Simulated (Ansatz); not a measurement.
Run this with Ansatz's Python interface and show what comes out.

The script reads `ch5b2n.xyz`:
```text
9

B    -0.67970    1.28330   -1.02500
B    -0.23160    0.08750   -0.05940
C     0.61830   -1.14810    0.26450
N    -0.18240   -0.70660    1.28510
H    -0.25230    1.45250   -2.12820
H    -1.55810    2.09520   -0.66150
H     0.35750   -2.08800   -0.21090
H     1.75670   -0.91080    0.49210
H     0.26000   -0.11130    2.02630
```

Script `freq.py`:
```python
# -*- coding: utf-8 -*-
"""Vibrations of CH5B2N."""

import ansatz as az
from ase import Atoms
from ase.thermochemistry import IdealGasThermo
import numpy as np

BASIS_SET = "def2-SVP"
XC = "hf"

system = az.Crystal.molecule_from_extxyz("ch5b2n.xyz")

base = (
    system.calculation()
    .basis(gaussian=BASIS_SET)
    .functional(XC)
)
symbols = [site.symbol for site in system.cartesian_sites]
start = np.array([site.position_ang for site in system.cartesian_sites], dtype=float)
summary = base.relax(force_tolerance=0.003).run(threads=1).report
end = np.array(summary["positions_ang"])

print("final positions (A) and the move of each atom")
for symbol, xyz, old in zip(symbols, end, start):
    print(f"{symbol:2s} {xyz[0]:10.5f} {xyz[1]:10.5f} {xyz[2]:10.5f}   {np.linalg.norm(xyz - old):7.4f}")

# frequencies need a stationary point, so they are taken at the relaxed geometry
minimum = az.Crystal.molecule()
for symbol, place in zip(symbols, end):
    minimum = minimum.atom(symbol, place.tolist())
vibrating = minimum.calculation().basis(gaussian=BASIS_SET).functional(XC).phonons(temperatures=(200, 600, 100))
vib = vibrating.run(threads=1).report["vibrations"]
sums = vib["harmonic_sums"]
modes = [m["omega_inv_cm"] for m in sums["modes_at_gamma"] if m["rigid_motion"] == "no"]
print("frequencies (1/cm):", " ".join(f"{w:.0f}" for w in modes))
print("imaginary modes:", sum(w < 0 for w in modes), " zero-point energy:", round(sums["zero_point_energy_ev"], 4), "eV")
# rigid rotor and ideal gas, symmetry number taken as one
gas = IdealGasThermo(vib_energies=[w / 8065.544 for w in modes if w > 0], geometry="linear" if len(modes) == 3 * len(symbols) - 5 else "nonlinear",
                     atoms=Atoms(symbols, positions=end), symmetrynumber=1, spin=0.0)
print(f"H(298 K) - E = {gas.get_enthalpy(298.15, verbose=False):.4f} eV")
print(f"S(298 K, 1 bar) = {96485.33 * gas.get_entropy(298.15, 1e5, verbose=False):.1f} J/(mol K) with symmetry number 1")
```

```console
$ python freq.py
final positions (A) and the move of each atom
B    -0.74343    1.35913   -1.02757    0.0991
B    -0.08068    0.18780   -0.01107    0.1875
C     0.60013   -1.22240    0.21886    0.0891
N     0.26271   -0.24058    1.21807    0.6479
H    -0.06076    2.21134   -1.52792    0.9863
H    -1.91081    1.35368   -1.31011    1.0464
H     0.01612   -2.14230    0.20450    0.5404
H     1.65799   -1.38113    0.01099    0.6800
H     0.34712   -0.17186    2.20724    0.2098
frequencies (1/cm): 190 233 279 393 645 777 910 999 1036 1058 1112 1218 1265 1283 1585 1696 2675 2751 3203 3281 3909
imaginary modes: 0  zero-point energy: 1.8905 eV
H(298 K) - E = 2.0557 eV
S(298 K, 1 bar) = 290.4 J/(mol K) with symmetry number 1
```

Notes:
- The frequencies are harmonic and unscaled, in a modest basis. The result belongs to the one conformer reached from this start, and soft torsions count as harmonic oscillators.
- The entropy takes a symmetry number of 1; a symmetric molecule's is lower by R ln(sigma).
- Timing: 61 s on 1 thread of Intel(R) Xeon(R) Platinum 8488C (Sapphire Rapids), on a shared host, peak memory 0.27 GiB.

(A comment or docstring line of the script was reworded after the run, the code is as it ran; lines on the test bed's own set-up are left out of the output.)
